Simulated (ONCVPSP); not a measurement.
# An ONCV potential for copper, from input to tests

Do these settings give a usable potential? It is generated, then checked for transferability, scattering, ghosts and hardness.

The numbers are computed with ONCVPSP 4.0.1 (PBE, scalar-relativistic, spin-unpolarised reference atom).

### Step 1. Settings

The settings as typed:

| Property | Result |
| --- | --- |
| element | copper (Cu, Z = 29) |
| type | optimised norm-conserving Vanderbilt (ONCV) |
| frozen core | [Ne] |
| valence charge | 19 |
| reference configuration | 3s2 3p6 3d10 4s0.75 4p0.25 |
| partial waves | 3s+4s: rc 1.20 bohr, ncon 4, nbas 7, qcut 12 1/bohr, 3 projectors, debl 3.1 Ha; 3p+4p: rc 1.40 bohr, ncon 3, nbas 8, qcut 8.3 1/bohr, 2 projectors; 3d: rc 1.10 bohr, ncon 3, nbas 8, qcut 15.8 1/bohr, 2 projectors, debl 3.4 Ha |
| local potential | polynomial inside 0.70 bohr (lpopt 5, dvloc0 0 Ha) |
| core correction | Teter function, fcfact 4.25, rcfact 1.65 |

An earlier all-electron run gives the scale for the radii.

All-electron outer shells of the reference configuration (PBE, scalar-relativistic, ld1.x):

```json
{"shell": "2s", "level (eV)": "-1063.03", "outermost node (bohr)": "0.07", "outermost maximum (bohr)": "0.20"}
{"shell": "2p", "level (eV)": "-917.54", "outermost node (bohr)": "–", "outermost maximum (bohr)": "0.16"}
{"shell": "3s", "level (eV)": "-115.30", "outermost node (bohr)": "0.29", "outermost maximum (bohr)": "0.61"}
{"shell": "3p", "level (eV)": "-72.75", "outermost node (bohr)": "0.26", "outermost maximum (bohr)": "0.62"}
{"shell": "3d", "level (eV)": "-5.64", "outermost node (bohr)": "–", "outermost maximum (bohr)": "0.60"}
{"shell": "4s", "level (eV)": "-5.04", "outermost node (bohr)": "0.89", "outermost maximum (bohr)": "2.24"}
{"shell": "4p", "level (eV)": "-1.02", "outermost node (bohr)": "0.97", "outermost maximum (bohr)": "3.56"}
```

### Step 2. Generation

File Cu.dat:

```
# ATOM AND REFERENCE CONFIGURATION
# atsym  z   nc   nv     iexc    psfile
  Cu 29.00    3    5        4      upf
#
#   n    l    f
    1    0    2.00
    2    0    2.00
    2    1    6.00
    3    0    2.00
    3    1    6.00
    3    2   10.00
    4    0    0.75
    4    1    0.25
#
# PSEUDOPOTENTIAL AND OPTIMIZATION
# lmax
    2
#
#   l,   rc,      ep,       ncon, nbas, qcut
    0    1.20    0.00    4    7   12.00
    1    1.40    0.00    3    8    8.30
    2    1.10    0.00    3    8   15.80
#
# LOCAL POTENTIAL
# lloc, lpopt,  rc(5),   dvloc0
    4    5    0.70    0.00
#
# VANDERBILT-KLEINMAN-BYLANDER PROJECTORs
# l, nproj, debl
    0    3    3.10
    1    2    0.60
    2    2    3.40
#
# MODEL CORE CHARGE
# icmod, fcfact, rcfact
    3    4.25    1.65
#
# LOG DERIVATIVE ANALYSIS
# epsh1, epsh2, depsh
   -6.00    5.00    0.04
#
# OUTPUT GRID
# rlmax, drl
    6.00    0.01
#
# TEST CONFIGURATIONS
# ncnf
    4
# nvcnf
#   n    l    f
    5
    3    0    2.00
    3    1    6.00
    3    2   10.00
    4    0    1.00
    4    1    0.00
#
    5
    3    0    2.00
    3    1    6.00
    3    2   10.00
    4    0    0.00
    4    1    0.00
#
    5
    3    0    2.00
    3    1    6.00
    3    2    9.00
    4    0    0.00
    4    1    0.00
#
    5
    3    0    2.00
    3    1    6.00
    3    2    9.00
    4    0    1.00
    4    1    1.00
#
```

Command:

```bash
$ oncvpsp.x < Cu.dat > Cu.out
```

Q: Predict the outcome of this session. Wanted: cutoffs for 1 and 0.1 mHa per electron, occupied waves; bound ghosts; GHOST(+) flags; largest test error; largest phase difference near zero energy, channels read; rms error of d²Exc/dn², without and with the model core.

As calculated:

| quantity | value |
| --- | --- |
| cutoffs for 1 and 0.1 mHa per electron, occupied waves | 87 Ha and 100 Ha |
| bound ghosts | none found |
| GHOST(+) flags | s at 960 eV |
| largest test error (AE − PS) | +1.7 meV, for 3s2 3p6 3d9 4s1 4p1 (2 tests unsolved) |
| largest phase difference near zero energy, channels read | 0.000 rad |
| rms error of d²Exc/dn², without and with the model core | 1.74 and 2.12 mHa |

In words: By total energies transferability is very good where solved: the largest error is 1.7 meV on 5.8 eV, for 3s2 3p6 3d9 4s1 4p1. Of the tests 2 gave no usable result, which is a warning in itself. The potential is very hard: the looser tolerance needs 87 Ha. The 3d wave sets it; 3s needs 43 Ha. It is free of bound ghosts as far as tested. Near zero energy the phases of the channels with partial waves agree within 0.001 rad. The program also flags highly localised states, GHOST(+) (s). All of this concerns the isolated atom, not yet a solid.
